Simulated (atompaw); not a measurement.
**P: generating and testing a PAW (atompaw) potential**

Aim: build the potential from the settings below, then test how well it stands in for the atom: scattering, ghost states and the plane-wave cutoff that it needs.

Program: atompaw 4.2.0.5. Reference atom: PBE, scalar-relativistic, spherical and spin-unpolarised. All values are calculated.

### Step 1. Starting point

Typed settings, in words:

- element: phosphorus (P, Z = 15)
- type: PAW
- frozen core: [Ne]
- valence charge: 5
- reference configuration: 3s2 3p2 (charge +1)
- partial waves: 3s (bound): rc 1.80 bohr; 3s channel at -1.15 Ry: rc 1.75 bohr; 3p (bound): rc 1.80 bohr; 3p channel at -0.55 Ry: rc 1.80 bohr; 3d channel at -0.1 Ry: rc 1.80 bohr
- local potential: bessel scheme, radius 1.35 bohr
- core correction: smooth core density matched at 1.65 bohr
- augmentation charge: besselshape compensation charge, radius 1.55 bohr; PAW radius 1.80 bohr; waves and projectors: custom polynom2 7 10 vanderbiltortho

The nodes and maxima of the atom's own shells, from an earlier all-electron run, set the scale for the radii.

All-electron outer shells of the reference configuration (PBE, scalar-relativistic, ld1.x):

| shell | level (eV) | outermost node (bohr) | outermost maximum (bohr) |
| --- | --- | --- | --- |
| 2p | -135.15 | – | 0.36 |
| 3s | -23.29 | 0.65 | 1.56 |
| 3p | -14.22 | 0.64 | 1.76 |
| 3d | -3.87 | – | 2.83 |

### Step 2. Generation

P.input reads:

```
P 15
GGA-PBE scalarrelativistic loggrid 1500 logderivrange -4 5 226
3 3 0 0 0 0
3 1 2
0 0 0
c
c
v
c
v
2
1.80 1.55 1.35 1.65
y
-1.15
n
y
-0.55
n
y
-0.1
n
custom polynom2 7 10 vanderbiltortho besselshape
bessel
1.80
1.75
1.80
1.80
1.80
PWSCFOUT
UPFDX 0.0125d0 UPFXMIN -7.d0 UPFZMESH 15.d0
END
```

Launch:

```
$ atompaw < P.input > P.log
```

Q: Predict the outcome of this session. Wanted: cutoffs for 10 and 1 mRy, occupied levels; bound ghosts; largest phase difference near zero energy, channels read; lowest eigenvalue of the overlap; share of valence orbitals outside the PAW sphere; UPF file.

**Answer**, as computed:

```
                                                quantity             value
               cutoffs for 10 and 1 mRy, occupied levels   12 Ry and 18 Ry
                                            bound ghosts        none found
largest phase difference near zero energy, channels read         0.030 rad
         lowest eigenvalue of the overlap (Bessel basis)         0.615 (s)
        share of valence orbitals outside the PAW sphere  3s 45 %, 3p 60 %
                                                UPF file       not written
```

**Reading.** The potential is soft on the atom at that tolerance: the looser tolerance needs 12 Ry. The slowest occupied level is 3s: taken alone it needs 15 Ry to come within 1 mRy, against 12 Ry for 3p. It is free of bound ghosts as far as tested. Near zero energy the phases of the channels with partial waves agree within 0.030 rad. The pseudo core plus compensation charge is negative at some radii, so no UPF file was written. These are tests on the free atom; a crystal test is still owed.
